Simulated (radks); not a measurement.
# Co in [Ar] 3d7 4s2: an all-electron calculation

An exercise on one series of results from a longer session: the logs are not shown, and one member is left open.

Method: Dirac Kohn-Sham, AM05, spin-unpolarised, spherical densities, finite nucleus; open shells fill j = l - 1/2 first. Code: radks (a radial shooting solver on a logarithmic mesh, Libxc functionals) version 1.

## What is computed

| Property | Result |
| --- | --- |
| element | cobalt (Z = 27) |
| charge | 0 |
| electrons | 27 |
| configuration | [Ar] 3d7 4s2 |
| nuclear rms radius | 3.7875 fm |

The first run:

Input:

```text
Z 27
configuration [Ar] 3d7 4s2 4p0 5s0 4d0 4f0
relativity Dirac
functional am05,am05
spin unpolarised
j_filling energy
nucleus finite rms 3.7875 fm
c 137.035999084
```

Started as:

```
$ python run_ks.py task.json out
```

All runs below come from this command, one after another.

One table of the session follows, with a row left open; its other results are not shown here.

It belongs to the step «Shells». Sizes of the orbitals, from the radial functions (bohr):

| level | <r> | outermost maximum (interpolated) | 90 % within | nodes |
| --- | --- | --- | --- | --- |
| 1s1/2 | 0.05626 | 0.0368 | 0.100 | 0 |
| 2s1/2 | 0.2557 | 0.214 | 0.396 | 1 |
| 2p1/2 | 0.2230 | 0.170 | 0.366 | 0 |
| 2p3/2 | 0.2262 | 0.173 | 0.370 | 0 |
| 3s1/2 | 0.7748 | 0.669 | 1.16 | 2 |
| 3p1/2 | 0.8103 | 0.674 | 1.25 | 1 |
| 3p3/2 | ? | ? | ? | ? |
| 3d3/2 | 1.066 | 0.665 | 1.88 | 0 |
| 3d5/2 | 1.074 | 0.668 | 1.90 | 0 |
| 4s1/2 | 2.887 | 2.32 | 4.43 | 3 |
| 4p1/2 | 4.392 | 3.20 | 7.13 | 2 |
| 4p3/2 | 4.462 | 3.25 | 7.25 | 2 |

**Question.** Estimate the row for 3p3/2.

As computed: <r>: 0.8202; outermost maximum (interpolated): 0.681; 90 % within: 1.27; nodes: 1. In the column «<r>» it lies between 3p1/2 (0.8103) and 3d3/2 (1.066).

Caveats from the session: Spin polarisation and multiplet splitting are left out.
